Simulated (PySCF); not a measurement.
**A diatomic session: TlC+**

What are the lowest state that PBE0 finds, the bond length, vibrational wavenumber and bond energy of TlC+, and how much do these hang on the method?

The runs use PySCF 2.14.0; Tl aug-cc-pVDZ-PP with ECP60, C aug-cc-pVDZ, scalar-relativistic core potentials.

### Step 1. The job

The job is set up so:

```
atoms                         : Tl, C
charge                        : 1
basis                         : Tl aug-cc-pVDZ-PP with ECP60, C aug-cc-pVDZ
Hamiltonian                   : scalar-relativistic core potentials
basis functions               : 55
electrons treated             : 26
masses in u                   : 204.9744, 12.0000
levels                        : PBE0, PBE, r²SCAN, TPSS, MN15, PW91, LC-ωPBE, HF, MP2, SCS-MP2, CCSD, CCSD(T)
grid                          : 80 radial by 434 angular points
occupations                   : held fixed by the projection of orbital angular momentum
dissociation limit            : Tl+ + C, each in its ground configuration
starting distance in angstrom : 2.240
values of 2S to try           : 0, 2
```

Command:

```console
> OMP_NUM_THREADS=1 python dia.py task.json out
```

After this run come: The PBE0 curve of the state that the search chose; Higher solutions at PBE0; PBE (GGA); r²SCAN; TPSS (meta-GGA); MN15; PW91 (GGA); LC-ωPBE (range-separated hybrid); UHF (mean field); Correlated methods on the Hartree–Fock reference.

Before running it: what results should come out? Wanted: for each run, Re; ωe; De; μ.

As calculated:

Lowest PBE0 solution found, without spin–orbit coupling: ³Π (triplet), unpaired electrons σ ↑, π ↑. State 3 has its PBE0 minimum 0.41 eV higher, as a spin-mixed determinant (⟨S²⟩ = 1.01), so this is no gap between pure states. The other levels ran on the lowest alone.

| level | Re (Å) | ωe (cm⁻¹) | De (eV) | μ (D) |
| --- | --- | --- | --- | --- |
| UHF | 3.397 | 90.1 | 0.131 | 0.29 |
| UHF-MP2 | 3.133 | 126.1 | 0.220 | n/a |
| UHF-SCS-MP2 | 3.184 | 118.4 | 0.198 | n/a |
| UHF-CCSD | 3.158 | 121.1 | 0.209 | n/a |
| UHF-CCSD(T) | 3.131 | 125.2 | 0.220 | n/a |
| PBE | 2.976 | 150.8 | 0.342 | 1.39 |
| PW91 | 2.963 | 153.5 | 0.365 | 1.41 |
| TPSS | 2.987 | 148.4 | 0.308 | 1.31 |
| r²SCAN | 2.973 | 153.4 | 0.320 | 1.30 |
| PBE0 | 3.000 | 146.8 | 0.287 | 1.15 |
| MN15 | 2.982 | 158.1 | 0.330 | 1.20 |
| LC-ωPBE | 3.058 | 131.4 | 0.219 | 0.87 |

De is counted to Tl+ + C in their ground configurations. A positive dipole points from Tl to C; in an ion it is taken about the centre of mass and does not tell which atom is negative.

In words: The methods spread over 0.434 Å in bond length, from PW91 to UHF. CCSD(T) can't serve as the judge here: for a weak bond in this basis it is far from its limit. Of the levels with a De here, UHF gives the least (0.131 eV) and PW91 the most (0.365 eV).

Correlated steps freeze 5 core orbitals. These are scalar-relativistic numbers at best; spin–orbit coupling would shift them, the dissociation energy most. The bond is weak, and basis-set superposition, which was not computed, may be a sizeable part of it. With spin–orbit coupling the term label itself may not hold.
